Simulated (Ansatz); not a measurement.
# ScTlS3: the cost of one run

Program: Ansatz 0.2.0. Level of theory: DFT PBE, scalar-relativistic, plane waves, PAW. These are calculated values, not measurements.

## 1. The system as given

The structure is tetragonal, space group P4/mbm (No. 127). The conventional cell has a = 7.197 Å, b = 7.197 Å, c = 5.089 Å, α = 90.00°, β = 90.00°, γ = 90.00°. Sc (site symmetry 4/m) has 6 S at 2.54 to 2.56 Å in its first shell of neighbours. Around Tl (site symmetry mmm) lie 12 S at 3.38 to 3.83 Å. S (site symmetry m2m) has 2 Sc at 2.56 Å and 4 Tl at 3.38 to 3.83 Å in its first shell of neighbours. S (site symmetry 4/m) has 2 Sc at 2.54 Å and 4 Tl at 3.60 Å in its first shell of neighbours.

Coordinates:

```
CELL_PARAMETERS angstrom
7.19718 0.00000 0.00000
0.00000 7.19718 0.00000
0.00000 0.00000 5.08917
ATOMIC_POSITIONS crystal
Sc 0.50000 0.50000 0.00000
Sc 0.00000 0.00000 0.00000
Tl 0.00000 0.50000 0.50000
Tl 0.50000 0.00000 0.50000
S 0.78110 0.28110 0.00000
S 0.71890 0.78110 0.00000
S 0.50000 0.50000 0.50000
S 0.21890 0.71890 0.00000
S 0.28110 0.21890 0.00000
S 0.00000 0.00000 0.50000
```

The cell is invented: perovskite family, tilts a0a0c+ (P4/mbm, No. 127). The dimensions are guesses.

## 2. The guess as it stands, on a coarse mesh

Contents of input.yaml:

```yaml
crystal:
  lattice:
    - [7.19717549, 0.0, 0.0]
    - [0.0, 7.19717549, 0.0]
    - [0.0, 0.0, 5.0891716]
  atoms:
    - { symbol: Sc, position: [0.5, 0.5, 0.0] }
    - { symbol: Sc, position: [0.0, 0.0, 0.0] }
    - { symbol: Tl, position: [0.0, 0.5, 0.5] }
    - { symbol: Tl, position: [0.5, 0.0, 0.5] }
    - { symbol: S, position: [0.78109775, 0.28109775, 0.0] }
    - { symbol: S, position: [0.71890225, 0.78109775, 0.0] }
    - { symbol: S, position: [0.5, 0.5, 0.5] }
    - { symbol: S, position: [0.21890225, 0.71890225, 0.0] }
    - { symbol: S, position: [0.28109775, 0.21890225, 0.0] }
    - { symbol: S, position: [0.0, 0.0, 0.5] }
basis:
  ecutwfc: 420
kpoints:
  mp_grid: { grid: [4, 4, 4] }
hamiltonian:
  xc: pbe
scf:
  occupations: { method: gaussian, width: 0.1 }
  lower_state_search: "off"
output:
  forces: true
  stress: true
  eigenvalues: true
```

Launch:

```bash
$ ansatz run input.yaml --threads 1 --pin off --max-ram 2560MiB --backend cpu --events-out ev --progress --plain --runs-dir out
```

Q: Estimate wall time and peak memory on 1 thread of Arm Neoverse N1, shared host.

About 32 s, with a peak of 0.56 GiB.
